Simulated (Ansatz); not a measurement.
# Cl2H3SbSi: taking an electron away

An exercise on one series of results from a longer session: the logs are not shown, and one member is left open.

Program: Ansatz 0.2.0, Gaussian basis. Level of theory: unrestricted cation, the program's frozen cores in correlated methods. These are calculated values, not measurements.

Plan: UKS PBE-D4/def2-TZVPP; UKS r2SCAN-D4/def2-TZVPP; UKS PBE0-D4/def2-TZVPP; UKS B3LYP-D4/def2-TZVPP; UKS wB97X-V/def2-TZVPP; UKS wB97M-V/def2-TZVPP; UKS B2PLYP/def2-TZVPP; UHF-CCSD(T)/def2-TZVPP; UHF-MP2/def2-QZVPP; extrapolation to the limit; then −ε(HOMO) from the neutral's earlier runs with LDA (SPW92), PBE-D4, revPBE-D4, BLYP-D4, r2SCAN-D4, B97M-V, PBE0-D4, B3LYP-D4, r2SCANh-D4, r2SCAN0-D4, HSE06-D4, BHLYP-D4, CAM-B3LYP-D4, LC-ωPBE, ωB97X-V, ωB97M-V.

### Structure used throughout

An earlier PBE0-D4 in a triple-zeta def2 set relaxation fixed the geometry. Sb takes the def2 core potential; no spin-orbit term is included.

7 atoms, charge 0, spin multiplicity 1.

Atoms are counted from 1 here; the program's logs count them from 0.

Bond lengths: Si1–Sb2 2.597 Å, Si1–H5 1.486 Å, Si1–H6 1.486 Å, Si1–H7 1.482 Å, Sb2–Cl3 2.356 Å, Sb2–Cl4 2.356 Å. Angles: Sb2–Si1–H5 108.6°, Sb2–Si1–H6 108.7°, Sb2–Si1–H7 107.7°, H5–Si1–H6 109.6°, H5–Si1–H7 111.0°, H6–Si1–H7 111.0°, Si1–Sb2–Cl3 91.6°, Si1–Sb2–Cl4 91.6°, Cl3–Sb2–Cl4 99.0°.

As a file:

```xyz
7

Si   -0.36585    0.92933   -0.19235
Sb   -0.29515   -1.38602    0.98164
Cl    2.00112   -1.14987    1.45382
Cl   -0.13260   -2.50480   -1.08552
H    -0.22143    1.98953    0.83925
H    -1.67640    1.07679   -0.87788
H     0.75161    0.97703   -1.16467
```

Set-up of the first run:

The input, in.yaml:

```yaml
crystal:
  periodic: [false, false, false]
  atoms:
    - {symbol: Si, position_ang: [-0.365854, 0.929334, -0.192351]}
    - {symbol: Sb, position_ang: [-0.295149, -1.386016, 0.981635]}
    - {symbol: Cl, position_ang: [2.001118, -1.149874, 1.453821]}
    - {symbol: Cl, position_ang: [-0.132600, -2.504795, -1.085516]}
    - {symbol: H, position_ang: [-0.221426, 1.989532, 0.839253]}
    - {symbol: H, position_ang: [-1.676396, 1.076786, -0.877877]}
    - {symbol: H, position_ang: [0.751607, 0.977033, -1.164666]}
basis:
  gaussian: {orbitals: def2-TZVPP}
total_charge: 1
magnetization: {spin_polarized: true, initial_magnetization: 1}
hamiltonian: {xc: pbe, dispersion: d4}
```

Launch:

```bash
> ansatz run in.yaml --threads 2 --pin off --events-out ev --progress --plain --max-ram 32768MiB --backend cpu
```

Steps of the session up to this table: Cation, UKS PBE-D4/def2-TZVPP; Cation, UKS r2SCAN-D4/def2-TZVPP; Cation, UKS PBE0-D4/def2-TZVPP; Cation, UKS B3LYP-D4/def2-TZVPP; Cation, UKS wB97X-V/def2-TZVPP; Cation, UKS wB97M-V/def2-TZVPP; Cation, UKS B2PLYP (frozen core)/def2-TZVPP; Cation, UHF-CCSD(T)/def2-TZVPP; Cation, UHF-MP2/def2-QZVPP.

One table of the session follows, with a row left open; its other results are not shown here.

It belongs to the step «Ionisation energies side by side». For comparison, −ε(HOMO) of the neutral from earlier runs:

```
  functional  −ε(HOMO) (eV)
 LDA (SPW92)           6.41
      PBE-D4           6.27
   revPBE-D4           6.22
     BLYP-D4           6.11
   r2SCAN-D4           6.52
      B97M-V           6.58
     PBE0-D4           7.31
    B3LYP-D4           7.11
  r2SCANh-D4           6.90
  r2SCAN0-D4              ?
    HSE06-D4           6.93
    BHLYP-D4           8.22
CAM-B3LYP-D4           8.50
     LC-ωPBE           9.74
     ωB97X-V           9.44
     ωB97M-V           9.27
```

Estimate the missing values for r2SCAN0-D4.

Worked estimate for «−ε(HOMO) (eV)». Against the share of exact exchange, r2SCAN-D4 (0, 6.52), r2SCANh-D4 (0.1, 6.90) give a slope of 3.80 per unit share; at 0.25 the line stands at 7.47.

The run gave: −ε(HOMO) (eV): 7.48. In «−ε(HOMO) (eV)» the line misses by -0.01.
